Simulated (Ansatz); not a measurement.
**C₄H₃F₃: one species, many methods**

One table from this session's results is given with a row withheld; the runs are named, their logs left out.

Method: functionals in def2-TZVPP, the program's frozen cores in correlated methods; program: Ansatz 0.2.0, Gaussian basis.

Plan: LDA (SPW92), PBE-D4, revPBE-D4, BLYP-D4, r2SCAN-D4, B97M-V, PBE0-D4, B3LYP-D4, r2SCANh-D4, r2SCAN0-D4, HSE06-D4, BHLYP-D4, CAM-B3LYP-D4, LC-ωPBE, ωB97X-V, ωB97M-V, B2PLYP, PBE-QIDH; CCSD(T)/def2-SVP; CCSD(T)/def2-TZVPP; MP2/def2-QZVPP; extrapolation to the limit; RPA on PBE.

### The relaxed structure

All runs share one geometry, relaxed beforehand with PBE0-D4 in a triple-zeta def2 set.

10 atoms, charge 0, spin multiplicity 1.

Atoms are counted from 1 here; the program's logs count them from 0.

Bond lengths: F1–C2 1.313 Å, C2–C3 1.329 Å, C2–C7 1.497 Å, C3–F4 1.315 Å, C3–C5 1.490 Å, C5–F6 1.374 Å, C5–C7 1.558 Å, C5–H8 1.093 Å, C7–H9 1.091 Å, C7–H10 1.092 Å. Angles: F1–C2–C3 134.7°, F1–C2–C7 129.8°, C3–C2–C7 95.4°, C2–C3–F4 135.7°, C2–C3–C5 93.4°, F4–C3–C5 130.9°, C3–C5–F6 116.0°, C3–C5–C7 86.7°, C3–C5–H8 116.5°, F6–C5–C7 114.3°, F6–C5–H8 107.8°, C7–C5–H8 114.8°, C2–C7–C5 84.5°, C2–C7–H9 116.0°, C2–C7–H10 116.2°, C5–C7–H9 112.1°, C5–C7–H10 115.3°, H9–C7–H10 110.6°.

The first run:

in.yaml

```yaml
crystal:
  periodic: [false, false, false]
  atoms:
    - {symbol: F, position_ang: [0.377205, -2.334056, 0.569815]}
    - {symbol: C, position_ang: [0.111717, -1.101382, 0.203731]}
    - {symbol: C, position_ang: [-0.473276, -0.544656, -0.851968]}
    - {symbol: F, position_ang: [-1.061130, -0.984845, -1.942521]}
    - {symbol: C, position_ang: [-0.153180, 0.841572, -0.408485]}
    - {symbol: F, position_ang: [-1.230992, 1.653482, -0.147373]}
    - {symbol: C, position_ang: [0.482755, 0.192965, 0.857347]}
    - {symbol: H, position_ang: [0.544245, 1.404348, -1.033975]}
    - {symbol: H, position_ang: [-0.065222, 0.443026, 1.766890]}
    - {symbol: H, position_ang: [1.551077, 0.378347, 0.989539]}
basis:
  gaussian: {orbitals: def2-TZVPP}
hamiltonian: {xc: lda}
output: {orbitals: {seedname: orbitals}}
```

Started as:

```console
> ansatz run in.yaml --threads 4 --pin off --events-out ev --progress --plain --max-ram 10444MiB
```

Steps of the session up to this table: LDA; PBE-D4 (GGA); revPBE-D4 (GGA); BLYP-D4 (GGA); r2SCAN-D4 (meta-GGA); B97M-V (meta-GGA); PBE0-D4 (hybrid); B3LYP-D4 (hybrid); r2SCANh-D4 (hybrid); r2SCAN0-D4 (hybrid); HSE06-D4 (hybrid); BHLYP-D4 (hybrid); CAM-B3LYP-D4 (range-separated); LC-ωPBE (range-separated); ωB97X-V (range-separated); ωB97M-V (range-separated); B2PLYP (double hybrid); PBE-QIDH (double hybrid).

One table of the session follows, with a row left open; its other results are not shown here.

It belongs to the step «Orbital energies across the functionals». 

```
  functional  HOMO (eV)  gap (eV)
 LDA (SPW92)      -6.50      5.43
      PBE-D4      -6.30      5.52
   revPBE-D4          ?         ?
     BLYP-D4      -6.19      5.50
   r2SCAN-D4      -6.53      6.01
      B97M-V      -6.61      6.17
     PBE0-D4      -7.61      7.87
    B3LYP-D4      -7.40      7.37
  r2SCANh-D4      -7.02      6.88
  r2SCAN0-D4      -7.76      8.18
    HSE06-D4      -7.20      7.08
    BHLYP-D4      -8.80     10.17
CAM-B3LYP-D4      -8.98     10.36
     LC-ωPBE     -10.29     12.92
     ωB97X-V      -9.92     12.49
     ωB97M-V      -9.82     12.24
```

Q: Estimate the row for revPBE-D4 from the others.

The run gave: HOMO (eV): -6.22; gap (eV): 5.56. In the column «HOMO (eV)» it lies between PBE-D4 (-6.30) and BLYP-D4 (-6.19).
